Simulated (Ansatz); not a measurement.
# LiBe4: the cost of one run

Program: Ansatz 0.2.0. Level of theory: DFT PBE, scalar-relativistic, plane waves, PAW, unless a step names another level. These are calculated values, not measurements.

**1. The starting structure**

It takes space group R-3m (No. 166, trigonal). Conventional cell: a = 3.654 Å, b = 3.654 Å, c = 11.211 Å, α = 90.00°, β = 90.00°, γ = 120.00°. Around Li (site symmetry -3m) lie 14 Be at 2.26 to 2.58 Å. Around Be (site symmetry 3m) lie 5 Be at 2.10 to 2.30 Å and 3 Li at 2.26 Å. Be (site symmetry 3m) is surrounded by 7 Be at 2.21 to 2.30 Å and 1 Li at 2.26 Å.

Structure file:

```
Li Be
1.0
     1.82721    1.05494    3.73708
    -1.82721    1.05494    3.73708
     0.00000   -2.10988    3.73708
Li Be
1 4
Direct
  0.50000 0.50000 0.50000
  0.90625 0.90625 0.90625
  0.09375 0.09375 0.09375
  0.70117 0.70117 0.70117
  0.29883 0.29883 0.29883
```

It came out lowest among 32 distinct ends of the trial cells. At a tolerance of 0.05 Å it has space group R-3m (No. 166).

**2. A stricter relaxation, on the response runs' mesh and smearing**

Input file input.yaml:

```yaml
crystal:
  lattice:
    - [1.8272118939, 1.0549412788, 3.7370843112]
    - [-1.8272118939, 1.0549412788, 3.7370843112]
    - [0.0, -2.1098825577, 3.7370843112]
  atoms:
    - { symbol: Li, position: [0.5, 0.5, 0.5] }
    - { symbol: Be, position: [0.9062494663, 0.9062494663, 0.9062494663] }
    - { symbol: Be, position: [0.0937505337, 0.0937505337, 0.0937505337] }
    - { symbol: Be, position: [0.7011731271, 0.7011731271, 0.7011731271] }
    - { symbol: Be, position: [0.2988268729, 0.2988268729, 0.2988268729] }
basis:
  ecutwfc: 420
kpoints:
  mp_grid: { grid: [12, 12, 12] }
hamiltonian:
  xc: pbe
scf:
  occupations: { method: gaussian, width: 0.1 }
output:
  forces: true
  stress: true
  eigenvalues: true
relax:
  adjacent_minimum: "off"
  f_tol: 0.001
  max_steps: 60
  cell: { stress_tol: 0.01 }
```

Command:

```console
$ ansatz run input.yaml --threads 3 --pin off --max-ram 7680MiB --backend cpu --events-out ev --progress --plain --runs-dir out
```

**Question.** How long does this run take on 3 threads of Arm Neoverse V1, shared host, and how much memory does it need?

About 8.6 s, with a peak of 0.4 GiB.
